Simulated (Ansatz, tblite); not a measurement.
# The cluster Al₂Cu₈: one state, many levels

The task here is to estimate one member of a computed series from the others.

Program: Ansatz 0.2.0, Gaussian basis. Level of theory: as each input shows. These are calculated values, not measurements.

Levels to be run: GFN1-xTB, GFN2-xTB, PBE-D4/def2-SVP, r2SCAN-D4/def2-SVP, HF/STO-3G, MP2/def2-SVP.

5 further runs of the same task are left out: 4 that didn't finish, 1 set aside as unsound or not needed.

### The geometry

The singlet was relaxed beforehand with PBE-D4/def2-SVP. At that level it is the lowest of the isomers that a small search found.

10 atoms, charge 0, spin multiplicity 1.

Bond lengths: Al1–Cu3 2.534 Å, Al1–Cu4 2.534 Å, Al1–Cu6 2.368 Å, Al1–Cu9 2.453 Å, Al1–Cu10 2.453 Å, Al2–Cu3 2.499 Å, Al2–Cu4 2.499 Å, Al2–Cu5 2.407 Å, Al2–Cu7 2.973 Å, Al2–Cu8 2.407 Å, Cu3–Cu5 2.467 Å, Cu3–Cu7 2.429 Å, Cu3–Cu10 2.448 Å, Cu4–Cu7 2.429 Å, Cu4–Cu8 2.467 Å, Cu4–Cu9 2.448 Å, Cu5–Cu7 2.432 Å, Cu5–Cu8 2.448 Å and more. Angles: Cu3–Al1–Cu4 85.4°, Cu3–Al1–Cu6 116.6°, Cu3–Al1–Cu9 99.6°, Cu3–Al1–Cu10 58.8°, Cu4–Al1–Cu6 116.6°, Cu4–Al1–Cu9 58.8°, Cu4–Al1–Cu10 99.6°, Cu6–Al1–Cu9 59.2°, Cu6–Al1–Cu10 59.2°, Cu9–Al1–Cu10 60.7°, Cu3–Al2–Cu4 86.9°, Cu3–Al2–Cu5 60.3°, Cu3–Al2–Cu7 51.8°, Cu3–Al2–Cu8 101.8°, Cu4–Al2–Cu5 101.8°, Cu4–Al2–Cu7 51.8°, Cu4–Al2–Cu8 60.3°, Cu5–Al2–Cu7 52.5° and more.

No spin-orbit coupling is included.

PBE0-D4/def2-SVP was run before; its log isn't repeated, and its numbers join the tables.

The first run:

Tight binding, by tblite at 300 K electronic temperature and without a spin-polarisation term:

```python
tblite.interface.Calculator('GFN1-xTB', numbers, positions, charge=0, uhf=0).singlepoint()
```

Tight binding, by tblite at 300 K electronic temperature and without a spin-polarisation term:

```python
tblite.interface.Calculator('GFN2-xTB', numbers, positions, charge=0, uhf=0).singlepoint()
```

start.molden holds the orbitals of an earlier run on this state, given as this run's starting guess.

in.yaml

```yaml
crystal:
  periodic: [false, false, false]
  atoms:
    - {symbol: Al, position_ang: [1.656333, -0.081622, -0.877437]}
    - {symbol: Al, position_ang: [-1.352720, -1.295406, -1.505121]}
    - {symbol: Cu, position_ang: [0.243212, -1.787582, 0.353401]}
    - {symbol: Cu, position_ang: [-0.542500, 1.066092, -1.396016]}
    - {symbol: Cu, position_ang: [-2.190417, -1.632702, 0.725925]}
    - {symbol: Cu, position_ang: [3.209658, 1.143750, 0.424237]}
    - {symbol: Cu, position_ang: [-0.783537, 0.342193, 0.910123]}
    - {symbol: Cu, position_ang: [-2.749645, 0.399054, -0.519725]}
    - {symbol: Cu, position_ang: [0.971680, 1.951625, 0.311862]}
    - {symbol: Cu, position_ang: [1.537946, -0.105413, 1.572749]}
basis:
  gaussian: {orbitals: def2-SVP, initial_orbitals: start.molden}
hamiltonian: {xc: pbe, dispersion: d4}
scf: {omitted_lower_state_checks: [starts]}
output: {forces: true, orbitals: {seedname: orbitals}}
```

Command:

```console
$ ansatz run in.yaml --threads 6 --pin off --events-out ev --progress --plain --max-ram 7833MiB
```

Steps of the session up to this table: PBE-D4/def2-SVP; r2SCAN-D4/def2-SVP; HF/STO-3G; MP2/def2-SVP.

One of the session's tables, all rows but one given; the rest of the session is left out.

It belongs to the step «Binding energy». 

```
             level  binding an atom (eV)
       HF/def2-SVP                 0.621
   PBE-D4/def2-SVP                     ?
r2SCAN-D4/def2-SVP                 2.845
  PBE0-D4/def2-SVP                 2.382
      MP2/def2-SVP                 2.192
```

Estimate the missing values for PBE-D4/def2-SVP.

**Answer.** binding an atom (eV): 2.830. In the column «binding an atom (eV)» it lies between PBE0-D4/def2-SVP (2.382) and r2SCAN-D4/def2-SVP (2.845).

Caveats from the session: Free atoms were run apart at each level; binding is atoms less cluster, divided by the number of atoms, without zero-point or spin-orbit terms.
